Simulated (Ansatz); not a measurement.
# C₂H₅BOS: one species, many methods

How much do the methods differ for C₂H₅BOS? The plan is to run it at one geometry with functionals of several rungs and with coupled cluster. The yardstick is the atomisation energy at the CCSD(T) limit.

Computed with Ansatz 0.2.0, Gaussian basis. Level: functionals in def2-TZVPP, the program's frozen cores in correlated methods.

The runs, in order: PBE-D4, r2SCAN-D4, PBE0-D4, B3LYP-D4, ωB97X-V, ωB97M-V, B2PLYP; CCSD(T)/def2-TZVPP; MP2/def2-QZVPP; extrapolation to the limit.

### Step 1. The relaxed structure

An earlier PBE0-D4 in a triple-zeta def2 set relaxation fixed the geometry.

SMILES `B1COCS1`, 10 atoms, charge 0, spin multiplicity 1.

Atoms are counted from 1 here; the program's logs count them from 0.

Bond lengths: B1–C2 1.574 Å, B1–S5 1.758 Å, B1–H6 1.189 Å, C2–O3 1.424 Å, C2–H7 1.105 Å, C2–H8 1.093 Å, O3–C4 1.382 Å, C4–S5 1.851 Å, C4–H9 1.098 Å, C4–H10 1.090 Å. Angles: C2–B1–S5 109.0°, C2–B1–H6 127.5°, S5–B1–H6 123.5°, B1–C2–O3 108.2°, B1–C2–H7 109.5°, B1–C2–H8 114.3°, O3–C2–H7 110.9°, O3–C2–H8 107.3°, H7–C2–H8 106.7°, C2–O3–C4 111.4°, O3–C4–S5 108.7°, O3–C4–H9 112.7°, O3–C4–H10 109.1°, S5–C4–H9 106.5°, S5–C4–H10 109.9°, H9–C4–H10 109.9°, B1–S5–C4 90.6°.

### Step 2. PBE-D4 (GGA)

The input, in.yaml:

```yaml
crystal:
  periodic: [false, false, false]
  atoms:
    - {symbol: B, position_ang: [-1.342427, 0.037287, -0.070354]}
    - {symbol: C, position_ang: [-0.217542, -1.030622, 0.194718]}
    - {symbol: O, position_ang: [1.006492, -0.528336, -0.331993]}
    - {symbol: C, position_ang: [1.088987, 0.844475, -0.196402]}
    - {symbol: S, position_ang: [-0.588995, 1.572053, -0.480079]}
    - {symbol: H, position_ang: [-2.519257, -0.117557, 0.002763]}
    - {symbol: H, position_ang: [-0.132413, -1.215645, 1.280587]}
    - {symbol: H, position_ang: [-0.398801, -2.000397, -0.275044]}
    - {symbol: H, position_ang: [1.395609, 1.152915, 0.811891]}
    - {symbol: H, position_ang: [1.791347, 1.234726, -0.933087]}
basis:
  gaussian: {orbitals: def2-TZVPP}
hamiltonian: {xc: pbe, dispersion: d4}
output: {forces: true, orbitals: {seedname: orbitals}}
```

The run is started by

```console
$ ansatz run in.yaml --threads 4 --pin off --events-out ev --progress --plain --max-ram 10444MiB
```

After this run come: r2SCAN-D4 (meta-GGA); PBE0-D4 (hybrid); B3LYP-D4 (hybrid); ωB97X-V (range-separated); ωB97M-V (range-separated); B2PLYP (double hybrid); CCSD(T) in def2-TZVPP; MP2 in def2-QZVPP.

Q: Predict the results of all the runs planned. Wanted: atomisation energy, CCSD(T)/CBS; farthest; mean size of error, hybrid; mean size of error, range-separated; gap, smallest and largest; T1 diagnostic; triples share of the correlation energy.

The runs gave:

| quantity | value |
| --- | --- |
| atomisation energy, CCSD(T)/CBS | 3905.5 kJ/mol |
| functionals within 19.5 kJ/mol (0.5 %) | B3LYP-D4 |
| farthest | PBE-D4 (+137.4 kJ/mol) |
| mean size of error, hybrid | 32.3 kJ/mol |
| mean size of error, range-separated | 32.6 kJ/mol |
| gap, smallest and largest | 4.28 eV (PBE-D4), 11.13 eV (ωB97X-V) |
| T1 diagnostic | 0.0146 |
| triples share of the correlation energy | 4.3 % |

**Reading.** PBE-D4 misses by +137.4 kJ/mol. Double hybrids carry the basis error of their MP2 part in triple zeta, and no dispersion term here, so their miss is partly the set-up's. The reference freezes the cores and leaves out relativity and excitations past (T), so misses under about 19.5 kJ/mol can't be ranked. Hartree-Fock recovers 72 % of the binding; the rest is correlation. Orbital gaps span 4.3 to 11.1 eV; exact exchange widens them.
